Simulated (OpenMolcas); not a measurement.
# One shape, several levels: [SiF5]− (SMILES F[Si-](F)(F)(F)F)

Wanted: a comparison of 6 runs (HF/3-21G, M06-L/6-31G*, PBE0/6-31G*, SVWN5/6-31G*, TPSS/6-31G*, CCSD(T)/6-31G*) of [SiF5]−. 

Program for the calculation: OpenMolcas 26.06.

## (1) The system as given

[SiF5]−: 6 atoms, total charge -1, spin state singlet. As SMILES, `F[Si-](F)(F)(F)F`. The coordinates come from a PBE0-D4/def2-TZVPD relaxation.

Bond lengths: F1–Si2 1.669 Å, Si2–F3 1.628 Å, Si2–F4 1.628 Å, Si2–F5 1.669 Å, Si2–F6 1.627 Å. Angles: F1–Si2–F3 90.0°, F1–Si2–F4 90.0°, F1–Si2–F5 180.0°, F1–Si2–F6 90.0°, F3–Si2–F4 120.0°, F3–Si2–F5 90.0°, F3–Si2–F6 120.0°, F4–Si2–F5 90.0°, F4–Si2–F6 120.0°, F5–Si2–F6 90.0°.

## (2) Energy and gradient at HF/3-21G (run 1)

File test.input:

```
>>> EXPORT MOLCAS_PRINT=2

&GATEWAY
 BasLib=$CurrDir
 Coord
 6
 angstrom
 F       -0.716900      -1.106000       1.023500
 Si       0.000000       0.000000       0.000000
 F       -1.466700       0.583500      -0.396400
 F        0.651500      -1.218400      -0.860200
 F        0.716500       1.105800      -1.024000
 F        0.815500       0.635100       1.257000
 Basis=3-21G
 Group=NoSym

&SEWARD

&SCF
 Charge=-1
 Thresholds=1e-10 1e-07 1e-07 1e-05
 PrOrbitals=1 1

&ALASKA
```

The basis set 3-21G is read from a file made from the Basis Set Exchange's data (not shown).

Run with:

```console
$ export MOLCAS_MEM=1860
$ pymolcas test.input > test.log
```

Output:

```text
--- Start Module: gateway ---
[...]
--- Stop Module: gateway /rc=_RC_ALL_IS_WELL_ ---
[...]
      Basis functions           58
[...]
--- Start Module: scf ---
[...]
       Convergence after  14 Iterations
[...]
::    Total SCF energy                               -782.2840981538
[...]
      Total spin, S                                     0.0000000000
[...]
      Total electronic charge=   60.000000
      Total            charge=   -1.000000
[...]
      Dipole Moment (debye):
      Origin of the operator (angstrom)=   -0.0000    0.0000   -0.0000
                   X=  3.2403E-04               Y=  4.5196E-05               Z=  3.6041E-04           Total=  4.8676E-04
      Center of Charge (angstrom)
[...]
--- Stop Module: scf /rc=_RC_ALL_IS_WELL_ ---
--- Start Module: alaska ---
[...]
 *              Molecular gradients               *
 **************************************************
  Irreducible representation: a
 ------------------------------------------------------------------------------------------
                              X                       Y                       Z
 ------------------------------------------------------------------------------------------
  F1               -3.69049816567113E-03   -5.66381114760617E-03    5.23491678393384E-03
  SI2               3.74218131990248E-05    3.65430612474446E-05    7.02550838807894E-05
  F3               -8.19451109361324E-04    3.28239347595627E-04   -2.08504501635787E-04
  F4                3.85553972423125E-04   -6.90381148515939E-04   -4.94430156059877E-04
  F5                3.66273896726099E-03    5.65725339268042E-03   -5.26177701278385E-03
  F6                4.24234522183653E-04    3.32156494719626E-04    6.59539802715159E-04
 ------------------------------------------------------------------------------------------
[...]
```

Wall time 1.9 s (1 thread of Intel Xeon 6975P-C (Granite Rapids), shared host); peak memory 0.39 GiB.

## (3) Energy and forces at M06-L/6-31G(d) (spherical functions) (run 2)

File mol.inp:

```
>>> EXPORT MOLCAS_PRINT=2
&GATEWAY
BasLib=$CurrDir
Coord
6
angstrom
F       -0.716900      -1.106000       1.023500
Si       0.000000       0.000000       0.000000
F       -1.466700       0.583500      -0.396400
F        0.651500      -1.218400      -0.860200
F        0.716500       1.105800      -1.024000
F        0.815500       0.635100       1.257000
Basis=6-31Gs
Group=NoSym
&SEWARD
GridInput
Grid=UltraFine
End of Grid
&SCF
Charge=-1
KSDFT=M06L
Thresholds=1e-10 1e-07 1e-07 1e-05
PrOrbitals=1 2
&ALASKA
```

The basis set 6-31G* is read from a file made from the Basis Set Exchange's data (not shown).

Run with:

```console
$ export MOLCAS_MEM=1860
$ pymolcas mol.inp > mol.log
```

Output:

```text
--- Start Module: gateway ---
[...]
--- Stop Module: gateway /rc=_RC_ALL_IS_WELL_ ---
[...]
      Basis functions           88
[...]
--- Start Module: scf ---
[...]
       Convergence after  14 Iterations
[...]
::    Total KS-DFT energy                            -788.9694528593
[...]
      Total spin, S                                     0.0000000000
[...]
      Total electronic charge=   60.000000
      Total            charge=   -1.000000
[...]
      Dipole Moment (debye):
      Origin of the operator (angstrom)=   -0.0000    0.0000   -0.0000
                   X=  3.9009E-04               Y=  1.8527E-04               Z=  5.4262E-04           Total=  6.9349E-04
      Center of Charge (angstrom)
[...]
--- Stop Module: scf /rc=_RC_ALL_IS_WELL_ ---
[...]
--- Start Module: alaska ---
[...]
 *              Molecular gradients               *
 **************************************************
  Irreducible representation: a
 ------------------------------------------------------------------------------------------
                              X                       Y                       Z
 ------------------------------------------------------------------------------------------
  F1                1.75952955443925E-03    2.75010456861580E-03   -2.60833914806824E-03
  SI2               9.88633239126003E-05    6.62584923078514E-05    1.44090553553354E-04
  F3                7.54518254922942E-03   -2.99045039861845E-03    2.06124488804083E-03
  F4               -3.32850728210765E-03    6.26787793365935E-03    4.42404882739034E-03
  F5               -1.82128975799145E-03   -2.79865195040685E-03    2.51311199097515E-03
  F6               -4.25377838756447E-03   -3.29513864563857E-03   -6.53415711182603E-03
 ------------------------------------------------------------------------------------------
[...]
```

Run time: 22 s. Hardware: 1 thread of Intel Xeon 6975P-C (Granite Rapids), shared host; peak memory 0.48 GiB.

Run 3 isn't shown in full; the table further down has it.

## (4) Energy and gradient at SVWN5/6-31G(d) (spherical functions) (run 4)

File input.xyz:

```xyz
6

F     -0.716900    -1.106000     1.023500
Si     0.000000     0.000000     0.000000
F     -1.466700     0.583500    -0.396400
F      0.651500    -1.218400    -0.860200
F      0.716500     1.105800    -1.024000
F      0.815500     0.635100     1.257000
```

File job.inp:

```
* F5Si Kohn-Sham DFT

&GATEWAY
 BasLib=$CurrDir
 Coord=input.xyz
 Basis=6-31Gs
 Group=NoSym

&SEWARD
 GridInput
 Grid=UltraFine
 End of Grid

&SCF
 Charge=-1
 KSDFT=SVWN5
 Thresholds=1e-10 1e-07 1e-07 1e-05
 PrOrbitals=1 2

&ALASKA
```

The basis set 6-31G* is read from a file made from the Basis Set Exchange's data (not shown).

Run with:

```console
$ export MOLCAS_MEM=1860
$ pymolcas job.inp > job.log
```

Output:

```text
--- Start Module: gateway ---
[...]
--- Stop Module: gateway /rc=_RC_ALL_IS_WELL_ ---
[...]
      Basis functions           88
[...]
--- Start Module: scf ---
[...]
       Convergence after  16 Iterations
[...]
::    Total KS-DFT energy                            -784.7160778634
[...]
      Total spin, S                                     0.0000000000
[...]
      Total electronic charge=   60.000000
      Total            charge=   -1.000000
[...]
      Dipole Moment (debye):
      Origin of the operator (angstrom)=   -0.0000    0.0000   -0.0000
                   X=  3.4657E-04               Y=  1.7902E-04               Z=  4.9829E-04           Total=  6.3281E-04
      Center of Charge (angstrom)
[...]
--- Stop Module: scf /rc=_RC_ALL_IS_WELL_ ---
[...]
--- Start Module: alaska ---
[...]
 *              Molecular gradients               *
 **************************************************
  Irreducible representation: a
 ------------------------------------------------------------------------------------------
                              X                       Y                       Z
 ------------------------------------------------------------------------------------------
  F1               -1.60338220435996E-03   -2.44834259789428E-03    2.26079374168009E-03
  SI2               2.76599445652910E-05    2.76950272525577E-05    5.29032647181766E-05
  F3                3.35373869431876E-03   -1.33379227539976E-03    9.15869528130386E-04
  F4               -1.47266924031619E-03    2.77853513419402E-03    1.95510357492168E-03
  F5                1.58088391057909E-03    2.44355691868492E-03   -2.28169192678607E-03
  F6               -1.88623110456732E-03   -1.46765220658907E-03   -2.90297818274610E-03
 ------------------------------------------------------------------------------------------
[...]
```

It took 13 s on 1 thread of Intel Xeon 6975P-C (Granite Rapids), shared host; peak memory 0.48 GiB.

Run 5 isn't shown in full; the table further down has it.

## (5) The energy at CCSD(T)/6-31G(d) (spherical functions) (run 6)

File calc.inp:

```
* F5Si CCSD(T)
>>> EXPORT MOLCAS_PRINT=2

&GATEWAY
  BasLib=$CurrDir
  Coord
  6
  angstrom
  F       -0.716900      -1.106000       1.023500
  Si       0.000000       0.000000       0.000000
  F       -1.466700       0.583500      -0.396400
  F        0.651500      -1.218400      -0.860200
  F        0.716500       1.105800      -1.024000
  F        0.815500       0.635100       1.257000
  Basis=6-31Gs
  Group=NoSym

&SEWARD

&SCF
  Charge=-1
  Thresholds=1e-10 1e-07 1e-07 1e-05
  PrOrbitals=0

&RASSCF
  FileOrb=$Project.ScfOrb
  Spin=1
  Nactel=0 0 0
  Inactive=30
  Ras2=0
  OutOrbitals=Canonical
  OrbListing=Nothing

&MOTRA
  JobIph
  Frozen=10

&CCSDT
  CCT
  Triples=2
  Iterations=80
  Accuracy=1e-08
  Extrapolation=5 4
```

The basis set 6-31G* is read from a file made from the Basis Set Exchange's data (not shown).

Run with:

```console
$ export MOLCAS_MEM=1860
$ pymolcas calc.inp > calc.log
```

Output:

```text
--- Start Module: gateway ---
[...]
--- Stop Module: gateway /rc=_RC_ALL_IS_WELL_ ---
[...]
      Basis functions           88
[...]
       Convergence after  15 Iterations
[...]
::    Total SCF energy                               -786.4586581617
[...]
      Total spin, S                                     0.0000000000
[...]
      Number of active orbitals                  0
[...]
      Spin quantum number                      0.0
[...]
      Active orbitals                            0
[...]
      Number of CSFs                             1
[...]
      Number of root(s) required                 1
[...]
      Convergence after  4 iterations
[...]
      Natural orbitals and occupation numbers for root  1
      ************************************************************************************************************************
      *                                                    Final results                                                     *
      ************************************************************************************************************************
[...]
::    RASSCF root number  1 Total energy:   -786.45865816
[...]
      Total electronic charge=   60.000000
      Total            charge=   -1.000000
[...]
      Dipole Moment (debye):
      Origin of the operator (angstrom)=   -0.0000    0.0000   -0.0000
                   X=  3.7318E-04               Y=  1.6117E-04               Z=  5.1227E-04           Total=  6.5395E-04
      Center of Charge (angstrom)
[...]
--- Start Module: motra ---
[...]
--- Stop Module: motra /rc=_RC_ALL_IS_WELL_ ---
--- Start Module: ccsdt ---
[...]
      Convergence after                    13  Iterations
      Total energy (diff) :    -787.41175990       0.00000001
[...]
 METHOD                       : CCSD+T(CCSD)+<T3(1)WT1> = CCSD(T)
[...]
       CCSD     =      -787.4117598966859
[...]
```

Wall time 81 s (1 thread of Intel Xeon 6975P-C (Granite Rapids), shared host); peak memory 0.48 GiB.

## (6) The series

```csv
run,level,integration grid,task,energy (Eh),HOMO energy (eV),LUMO energy (eV),HOMO–LUMO gap (eV),wall time
1,HF/3-21G,–,gradient,-782.284098,-9.71,12.68,22.39,1.9 s
2,M06-L/6-31G* (spherical functions),UltraFine,gradient,-788.969453,-2.46,7.58,10.04,22 s
3,PBE0/6-31G* (spherical functions),UltraFine,gradient,-788.435772,-4.12,7.94,12.06,17 s
4,SVWN5/6-31G* (spherical functions),UltraFine,gradient,-784.716078,-2.01,6.67,8.67,13 s
5,TPSS/6-31G* (spherical functions),UltraFine,gradient,-789.061400,-1.99,7.15,9.15,26 s
6,CCSD(T)/6-31G* (spherical functions),–,energy,-787.426595,-10.11,11.57,21.67,81 s
```

## (7) Summary of results

```
                                                    quantity          value
                                         run 6: total energy  -787.42659 Eh
                  run 6: HOMO energy (Hartree–Fock orbitals)      -10.11 eV
                  run 6: LUMO energy (Hartree–Fock orbitals)       11.57 eV
run 6: HOMO–LUMO gap (to an unbound level, set by the basis)       21.67 eV
         run 6: correlation energy (10 core orbitals frozen)     -967.9 mEh
                                       run 6: (T) correction     -14.83 mEh
```

Over runs 1, 2, 3, 4, 5 the HOMO–LUMO gap runs from 8.67 eV (SVWN5/6-31G*) to 22.39 eV (HF/3-21G). The two ends differ in method and basis. The empty levels of an anion lie above zero and hang on the basis. Totals of different functionals can't be ranked against each other. All runs together took 2.7 min, the longest 81 s.
